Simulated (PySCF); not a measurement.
# N²⁺: excitation energies in x2c-QZVPPall plus 1 even-tempered diffuse shell per l

Aim: the excitation energy of nitrogen from differences of total energies, at each level of theory, and how far each lands from the tabulated value where there is one.

Program: PySCF 2.14.0. Level of theory: unrestricted determinants in a Gaussian basis, no spin-orbit coupling in the energies. These are calculated values, not measurements, unless marked.

## Step 1: The system

```
Element                                   : nitrogen (Z = 7)
Basis                                     : x2c-QZVPPall with one added diffuse shell each of s, p, d, f type (8s5p4d3f1g, 73 functions)
Hamiltonian                               : scalar relativity by spin-free X2C-1e
State 1                                   : N²⁺: [He] 2s1 2p2, high-spin 4P determinant (an excited configuration)
State 2                                   : N²⁺: [He] 2s1 2p2, 2s spin antiparallel (an excited configuration)
State 3                                   : N²⁺: [He] 2s2 3d1, 2D determinant (an excited configuration)
Needed too, but not shown                 : N²⁺ [He] 2s2 2p1 (2P)
Methods                                   : UHF, LDA, PBE, PBE0, r2SCAN, B3LYP, TPSSh, wB97X-V, M06-2X, MP2
Core shells frozen in the correlated runs : valence: 1s2; valence and next inner shell: nothing (for N²⁺)
```

Outer shells as boxes (Hund's rule):

N2+ [He] 2s1 2p2
```
[He] core
2s [↑ ]
2p [↑ ][↑ ][  ]
```

N2+ [He] 2s2 3d1
```
[He] core
2s [↑↓]
3d [↑ ][  ][  ][  ][  ]
```

One driver process ran all states and methods and kept the integrals in memory. Each run is shown as a PySCF script that sums up its settings (the driver passes frozen orbitals as a list and adds second-order terms of double hybrids); the logs are those of the runs themselves. The driver starts from symmetry-adapted Hartree-Fock orbitals, holds the occupation by maximum overlap and uses a logarithmic radial grid for functionals, so a plain start would take other cycles.

The integrals over 73 functions and the set-up took 0.2 s of CPU time.

## Step 2: N²⁺ [He] 2s1 2p2: the ladder of methods

Level: UHF.

input.py

```python
from pyscf import gto, scf, dft, mp, cc
import basis_set_exchange as bse
mol = gto.M(atom="N 0 0 0", charge=2, spin=3, symmetry="D2h",
            basis=gto.basis.parse(bse.get_basis("x2c-QZVPPall", elements=["N"], fmt="nwchem", augment_diffuse=1)),
            nucmod="G")
mf = scf.UHF(mol).sfx2c1e()
mf.irrep_nelec = {'Ag': (2, 1), 'B1u': (1, 0), 'B2u': (1, 0)}
mf.kernel()
```

Output:

```text
damping factor = 0
level_shift factor = 0
DIIS = <class 'pyscf.scf.diis.CDIIS'>
diis_start_cycle = 1
diis_space = 10
diis_damp = 0
SCF conv_tol = 1e-09
SCF conv_tol_grad = None
number electrons alpha = 4  beta = 1
cycle= 1 E= -52.6602575397695  delta_E= -0.0022  |g|= 0.0156  |ddm|= 0.0199
cycle= 2 E= -52.6603414270458  delta_E= -8.39e-05  |g|= 0.00309  |ddm|= 0.00427
cycle= 3 E= -52.6603452397836  delta_E= -3.81e-06  |g|= 0.000105  |ddm|= 0.00115
cycle= 4 E= -52.6603452441908  delta_E= -4.41e-09  |g|= 5.75e-06  |ddm|= 4.67e-05
cycle= 5 E= -52.6603452442046  delta_E= -1.38e-11  |g|= 2.83e-07  |ddm|= 3.06e-06
converged SCF energy = -52.6603452442046  <S^2> = 3.7500098  2S+1 = 4.0000049
```

CPU time 1.2 s on a shared host, the integrals not counted.

Orbital energies by shell (radii are means over both spins):

```csv
shell,electrons,mean orbital energy (eV),spread (eV),rms radius (bohr)
1s α,1,-466.05,0,0.265
1s β,1,-461.41,0,0.265
2s α,1,-62.620,0,1.25
2p α,2,-49.016,0,1.24
```

⟨S²⟩ = 3.750, ⟨L²⟩ = 2.01.

Spin-orbit constants on these orbitals (cm⁻¹; bare nucleus, screened nucleus, mean field): 2p 189.5, 135.4, 116.0. To first order in LS coupling the lowest level has J = 1/2 and lies 0.0120 eV below the centre of the term.

Level: LDA.

input.py differs from the last one in:

```diff
@@ -5,3 +5,3 @@
             nucmod="G")
-mf = scf.UHF(mol).sfx2c1e()
+mf = dft.UKS(mol, xc="LDA,VWN").sfx2c1e()
 mf.irrep_nelec = {'Ag': (2, 1), 'B1u': (1, 0), 'B2u': (1, 0)}
```

Output:

```text
damping factor = 0
level_shift factor = 0
DIIS = <class 'pyscf.scf.diis.CDIIS'>
diis_start_cycle = 1
diis_space = 10
diis_damp = 0
SCF conv_tol = 1e-09
SCF conv_tol_grad = None
number electrons alpha = 4  beta = 1
XC functionals = LDA,VWN
    P. A. M. Dirac.,  Math. Proc. Cambridge Philos. Soc. 26, 376 (1930)
    F. Bloch.,  Z. Phys. 57, 545 (1929)
    S. H. Vosko, L. Wilk, and M. Nusair.,  Can. J. Phys. 58, 1200 (1980)
cycle= 1 E= -52.2687350669093  delta_E= -0.00523  |g|= 0.0265  |ddm|= 0.068
cycle= 2 E= -52.2687617797962  delta_E= -2.67e-05  |g|= 0.00327  |ddm|= 0.00439
cycle= 3 E= -52.2687629439846  delta_E= -1.16e-06  |g|= 0.000278  |ddm|= 0.00107
cycle= 4 E= -52.2687629666817  delta_E= -2.27e-08  |g|= 4.13e-06  |ddm|= 0.000146
cycle= 5 E= -52.2687629666869  delta_E= -5.22e-12  |g|= 2.79e-08  |ddm|= 2.36e-06
converged SCF energy = -52.2687629666869  <S^2> = 3.7500128  2S+1 = 4.0000064
```

CPU time 0.24 s on a shared host, the integrals not counted.

Level: PBE.

input.py differs from the last one in:

```diff
@@ -5,3 +5,3 @@
             nucmod="G")
-mf = dft.UKS(mol, xc="LDA,VWN").sfx2c1e()
+mf = dft.UKS(mol, xc="PBE").sfx2c1e()
 mf.irrep_nelec = {'Ag': (2, 1), 'B1u': (1, 0), 'B2u': (1, 0)}
```

Output:

```text
damping factor = 0
level_shift factor = 0
DIIS = <class 'pyscf.scf.diis.CDIIS'>
diis_start_cycle = 1
diis_space = 10
diis_damp = 0
SCF conv_tol = 1e-09
SCF conv_tol_grad = None
number electrons alpha = 4  beta = 1
XC functionals = PBE
    J. P. Perdew, K. Burke, and M. Ernzerhof.,  Phys. Rev. Lett. 77, 3865 (1996)
    J. P. Perdew, K. Burke, and M. Ernzerhof.,  Phys. Rev. Lett. 78, 1396 (1997)
    J. P. Perdew, K. Burke, and M. Ernzerhof.,  Phys. Rev. Lett. 77, 3865 (1996)
    J. P. Perdew, K. Burke, and M. Ernzerhof.,  Phys. Rev. Lett. 78, 1396 (1997)
cycle= 1 E= -52.6821678440452  delta_E= -0.00292  |g|= 0.00816  |ddm|= 0.0616
cycle= 2 E= -52.6821708716754  delta_E= -3.03e-06  |g|= 0.000806  |ddm|= 0.00158
cycle= 3 E= -52.682170939651  delta_E= -6.8e-08  |g|= 8.68e-05  |ddm|= 0.000287
cycle= 4 E= -52.6821709414924  delta_E= -1.84e-09  |g|= 8.37e-06  |ddm|= 4.36e-05
cycle= 5 E= -52.6821709415167  delta_E= -2.43e-11  |g|= 1e-07  |ddm|= 5.17e-06
converged SCF energy = -52.6821709415167  <S^2> = 3.7500072  2S+1 = 4.0000036
```

CPU time 0.39 s on a shared host, the integrals not counted.

Level: PBE0.

input.py differs from the last one in:

```diff
@@ -5,3 +5,3 @@
             nucmod="G")
-mf = dft.UKS(mol, xc="PBE").sfx2c1e()
+mf = dft.UKS(mol, xc="PBE0").sfx2c1e()
 mf.irrep_nelec = {'Ag': (2, 1), 'B1u': (1, 0), 'B2u': (1, 0)}
```

Output:

```text
damping factor = 0
level_shift factor = 0
DIIS = <class 'pyscf.scf.diis.CDIIS'>
diis_start_cycle = 1
diis_space = 10
diis_damp = 0
SCF conv_tol = 1e-09
SCF conv_tol_grad = None
number electrons alpha = 4  beta = 1
XC functionals = PBE0
    C. Adamo and V. Barone.,  J. Chem. Phys. 110, 6158 (1999)
    M. Ernzerhof and G. E. Scuseria.,  J. Chem. Phys. 110, 5029 (1999)
cycle= 1 E= -52.6981908453362  delta_E= -0.00188  |g|= 0.00706  |ddm|= 0.0432
cycle= 2 E= -52.6981972767808  delta_E= -6.43e-06  |g|= 0.000432  |ddm|= 0.00271
cycle= 3 E= -52.698197322414  delta_E= -4.56e-08  |g|= 3.84e-05  |ddm|= 0.000235
cycle= 4 E= -52.6981973226816  delta_E= -2.68e-10  |g|= 2.62e-06  |ddm|= 1.35e-05
converged SCF energy = -52.6981973226816  <S^2> = 3.7500064  2S+1 = 4.0000032
```

CPU time 0.42 s on a shared host, the integrals not counted.

Level: r2SCAN.

input.py differs from the last one in:

```diff
@@ -5,3 +5,3 @@
             nucmod="G")
-mf = dft.UKS(mol, xc="PBE0").sfx2c1e()
+mf = dft.UKS(mol, xc="R2SCAN").sfx2c1e()
 mf.irrep_nelec = {'Ag': (2, 1), 'B1u': (1, 0), 'B2u': (1, 0)}
```

Output:

```text
damping factor = 0
level_shift factor = 0
DIIS = <class 'pyscf.scf.diis.CDIIS'>
diis_start_cycle = 1
diis_space = 10
diis_damp = 0
SCF conv_tol = 1e-09
SCF conv_tol_grad = None
number electrons alpha = 4  beta = 1
XC functionals = R2SCAN
    J. W. Furness, A. D. Kaplan, J. Ning, J. P. Perdew, and J. Sun.,  J. Phys. Chem. Lett. 11, 8208-8215 (2020)
    J. W. Furness, A. D. Kaplan, J. Ning, J. P. Perdew, and J. Sun.,  J. Phys. Chem. Lett. 11, 9248-9248 (2020)
    J. W. Furness, A. D. Kaplan, J. Ning, J. P. Perdew, and J. Sun.,  J. Phys. Chem. Lett. 11, 8208-8215 (2020)
    J. W. Furness, A. D. Kaplan, J. Ning, J. P. Perdew, and J. Sun.,  J. Phys. Chem. Lett. 11, 9248-9248 (2020)
cycle= 1 E= -52.7471763322324  delta_E= -0.00205  |g|= 0.00707  |ddm|= 0.0323
cycle= 2 E= -52.7471826371457  delta_E= -6.3e-06  |g|= 0.000469  |ddm|= 0.00325
cycle= 3 E= -52.747182679931  delta_E= -4.28e-08  |g|= 6.27e-05  |ddm|= 0.000315
cycle= 4 E= -52.7471826807536  delta_E= -8.23e-10  |g|= 4.43e-06  |ddm|= 2.89e-05
converged SCF energy = -52.7471826807536  <S^2> = 3.7500178  2S+1 = 4.0000089
```

CPU time 0.69 s on a shared host, the integrals not counted.

Level: B3LYP.

input.py differs from the last one in:

```diff
@@ -5,3 +5,3 @@
             nucmod="G")
-mf = dft.UKS(mol, xc="R2SCAN").sfx2c1e()
+mf = dft.UKS(mol, xc="B3LYP").sfx2c1e()
 mf.irrep_nelec = {'Ag': (2, 1), 'B1u': (1, 0), 'B2u': (1, 0)}
```

Output:

```text
damping factor = 0
level_shift factor = 0
DIIS = <class 'pyscf.scf.diis.CDIIS'>
diis_start_cycle = 1
diis_space = 10
diis_damp = 0
SCF conv_tol = 1e-09
SCF conv_tol_grad = None
number electrons alpha = 4  beta = 1
XC functionals = B3LYP
    P. J. Stephens, F. J. Devlin, C. F. Chabalowski, and M. J. Frisch.,  J. Phys. Chem. 98, 11623 (1994)
cycle= 1 E= -52.7386409942223  delta_E= -0.00249  |g|= 0.00687  |ddm|= 0.0474
cycle= 2 E= -52.7386469042902  delta_E= -5.91e-06  |g|= 0.000347  |ddm|= 0.00333
cycle= 3 E= -52.7386469334986  delta_E= -2.92e-08  |g|= 3.05e-05  |ddm|= 0.000194
cycle= 4 E= -52.7386469337477  delta_E= -2.49e-10  |g|= 4.89e-06  |ddm|= 1.93e-05
converged SCF energy = -52.7386469337477  <S^2> = 3.7500066  2S+1 = 4.0000033
```

CPU time 0.46 s on a shared host, the integrals not counted.

Level: TPSSh.

input.py differs from the last one in:

```diff
@@ -5,3 +5,3 @@
             nucmod="G")
-mf = dft.UKS(mol, xc="B3LYP").sfx2c1e()
+mf = dft.UKS(mol, xc="TPSSH").sfx2c1e()
 mf.irrep_nelec = {'Ag': (2, 1), 'B1u': (1, 0), 'B2u': (1, 0)}
```

Output:

```text
damping factor = 0
level_shift factor = 0
DIIS = <class 'pyscf.scf.diis.CDIIS'>
diis_start_cycle = 1
diis_space = 10
diis_damp = 0
SCF conv_tol = 1e-09
SCF conv_tol_grad = None
number electrons alpha = 4  beta = 1
XC functionals = TPSSH
    V. N. Staroverov, G. E. Scuseria, J. Tao, and J. P. Perdew.,  J. Chem. Phys. 119, 12129 (2003)
cycle= 1 E= -52.7549974392269  delta_E= -0.00132  |g|= 0.00494  |ddm|= 0.0345
cycle= 2 E= -52.7550007213307  delta_E= -3.28e-06  |g|= 0.000295  |ddm|= 0.00204
cycle= 3 E= -52.7550007398555  delta_E= -1.85e-08  |g|= 3.4e-05  |ddm|= 0.000121
cycle= 4 E= -52.7550007401394  delta_E= -2.84e-10  |g|= 2.62e-06  |ddm|= 1.76e-05
converged SCF energy = -52.7550007401394  <S^2> = 3.7500081  2S+1 = 4.000004
```

CPU time 0.9 s on a shared host, the integrals not counted.

Level: wB97X-V.

input.py differs from the last one in:

```diff
@@ -5,3 +5,3 @@
             nucmod="G")
-mf = dft.UKS(mol, xc="TPSSH").sfx2c1e()
+mf = dft.UKS(mol, xc="WB97X_V").sfx2c1e()
 mf.irrep_nelec = {'Ag': (2, 1), 'B1u': (1, 0), 'B2u': (1, 0)}
```

Output:

```text
damping factor = 0
level_shift factor = 0
DIIS = <class 'pyscf.scf.diis.CDIIS'>
diis_start_cycle = 1
diis_space = 10
diis_damp = 0
SCF conv_tol = 1e-09
SCF conv_tol_grad = None
number electrons alpha = 4  beta = 1
XC functionals = WB97X_V
    N. Mardirossian and M. Head-Gordon.,  Phys. Chem. Chem. Phys. 16, 9904-9924 (2014)
NLC functional = WB97X_V
cycle= 1 E= -52.7366285626864  delta_E= -0.00185  |g|= 0.00902  |ddm|= 0.0456
cycle= 2 E= -52.7366506002973  delta_E= -2.2e-05  |g|= 0.00113  |ddm|= 0.00556
cycle= 3 E= -52.7366511512039  delta_E= -5.51e-07  |g|= 6.53e-05  |ddm|= 0.000975
cycle= 4 E= -52.7366511533578  delta_E= -2.15e-09  |g|= 3.91e-06  |ddm|= 6.18e-05
cycle= 5 E= -52.736651153363  delta_E= -5.25e-12  |g|= 3.38e-07  |ddm|= 2.45e-06
converged SCF energy = -52.736651153363  <S^2> = 3.7500085  2S+1 = 4.0000043
```

CPU time 0.94 s on a shared host, the integrals not counted.

Level: M06-2X.

input.py differs from the last one in:

```diff
@@ -5,3 +5,3 @@
             nucmod="G")
-mf = dft.UKS(mol, xc="WB97X_V").sfx2c1e()
+mf = dft.UKS(mol, xc="M062X").sfx2c1e()
 mf.irrep_nelec = {'Ag': (2, 1), 'B1u': (1, 0), 'B2u': (1, 0)}
```

Output:

```text
damping factor = 0
level_shift factor = 0
DIIS = <class 'pyscf.scf.diis.CDIIS'>
diis_start_cycle = 1
diis_space = 10
diis_damp = 0
SCF conv_tol = 1e-09
SCF conv_tol_grad = None
number electrons alpha = 4  beta = 1
XC functionals = M062X
    Y. Zhao and D. G. Truhlar.,  Theor. Chem. Acc. 120, 215 (2008)
    Y. Zhao and D. G. Truhlar.,  Theor. Chem. Acc. 120, 215 (2008)
cycle= 1 E= -52.7227104618728  delta_E= -0.00285  |g|= 0.0098  |ddm|= 0.0576
cycle= 2 E= -52.722724866025  delta_E= -1.44e-05  |g|= 0.00103  |ddm|= 0.00488
cycle= 3 E= -52.7227250779122  delta_E= -2.12e-07  |g|= 5.37e-05  |ddm|= 0.000661
cycle= 4 E= -52.7227250785566  delta_E= -6.44e-10  |g|= 4.19e-06  |ddm|= 3.18e-05
converged SCF energy = -52.7227250785566  <S^2> = 3.7500035  2S+1 = 4.0000017
```

CPU time 0.78 s on a shared host, the integrals not counted.

## Step 3: N²⁺ [He] 2s1 2p2, continued

Level: MP2 (valence).

Edit input.py of step 2 so:

```diff
@@ -5,4 +5,5 @@
             nucmod="G")
-mf = dft.UKS(mol, xc="M062X").sfx2c1e()
+mf = scf.UHF(mol).sfx2c1e()
 mf.irrep_nelec = {'Ag': (2, 1), 'B1u': (1, 0), 'B2u': (1, 0)}
 mf.kernel()
+mp.UMP2(mf, frozen=1).kernel()
```

This step left no log, only its results.

CPU time 0.04 s on a shared host, the integrals not counted.

With 3 electrons correlated, the MP2 correlation energy is -0.01343 hartree (-0.01343 same spin, 0.00000 opposite spin); the SCS form gives -0.00448. Largest pairs of shells: 2p-2p -0.0077, 2s-2p -0.0057, 2s-2s 0.0000.

Level: MP2 (valence and next inner shell).

input.py differs from the last one in:

```diff
@@ -8,2 +8,2 @@
 mf.kernel()
-mp.UMP2(mf, frozen=1).kernel()
+mp.UMP2(mf, frozen=0).kernel()
```

This step left no log, only its results.

CPU time 0.1 s on a shared host, the integrals not counted.

With 5 electrons correlated, the MP2 correlation energy is -0.03510 hartree (-0.01540 same spin, -0.01970 opposite spin); the SCS form gives -0.02877. Largest pairs of shells: 1s-1s -0.0151, 2p-2p -0.0077, 2s-2p -0.0057, 1s-2p -0.0047, 1s-2s -0.0019.

Radial density 4πr²ρ of N²⁺ at UHF:

```csv
r (bohr),density,spin density
0.00425,0.0453,0.001
0.00715,0.122,0.004
0.0120,0.319,0.010
0.0202,0.799,0.025
0.0340,1.85,0.058
0.0573,3.79,0.118
0.0963,6.26,0.191
0.162,7.28,0.228
0.273,4.92,0.330
0.458,2.26,1.110
0.771,2.53,2.473
1.30,1.93,1.925
2.18,0.316,0.316
3.67,0.00485,0.005
```

[end of part 1 of 3]
